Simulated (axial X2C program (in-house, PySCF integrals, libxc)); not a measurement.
**A two-component session on RuO⁻: EOM-EA-CCSD levels**

Wanted for RuO⁻: EOM-EA-CCSD levels, at the two-component level.

Computed with an in-house X2C program for linear molecules on PySCF integrals. Level: two-component X2C with atomic mean-field terms, Ru dyall-acv3z, O dyall-av3z.

All values are calculated.

**1. The job**

task.json reads:

```json
{
 "zs": [
  44,
  8
 ],
 "q": -1,
 "bas": [
  "dyall-acv3z",
  "dyall-av3z"
 ],
 "r0": 1.71,
 "eom": "ea",
 "thr": -2.0,
 "nmax": 92,
 "grid": [
  1,
  0.96,
  1.045,
  0.92,
  1.09,
  1.15
 ],
 "rq": 0
}
```

Keys: zs atomic numbers; q charge; bas basis sets; r0 starting distance in Å; eom kind of EOM run; thr threshold in hartree for freezing inner shells (an s shell follows its p shell); nmax most natural virtual spinors; grid distances as factors.

Run with:

```console
$ python soeom.py task.json out
```

After this run come: EOM-EA-CCSD at 1.697 Å.

**Question.** What will these runs give? Wanted: next root led by one particle; T1 of the reference; lowest state, Re and ωe.

As calculated:

```
                     quantity                            value
       lowest root at 1.697 Å                Ω = 1/2, 1.193 eV
next root led by one particle  Ω = 3/2, about 7910 cm⁻¹ higher
          T1 of the reference                            0.141
      lowest state, Re and ωe                1.699 Å, 820 cm⁻¹
```

The added electron is bound by 1.19 eV in a spinor of 62% Ru sσ, 17% Ru pσ. The closed-shell reference lies 1.21 eV above the lowest determinant found, so these energies count from an excited configuration. Errors of 0.1 to 0.3 eV are usual at this size, and roots led by higher excitations are left out, so the list is incomplete, and low states of that kind can be missing. T1 or the largest double amplitude of the reference is raised, which lowers the reliability. The bond is 0.030 Å longer than in the closed-shell reference at CCSD (1.669 Å).
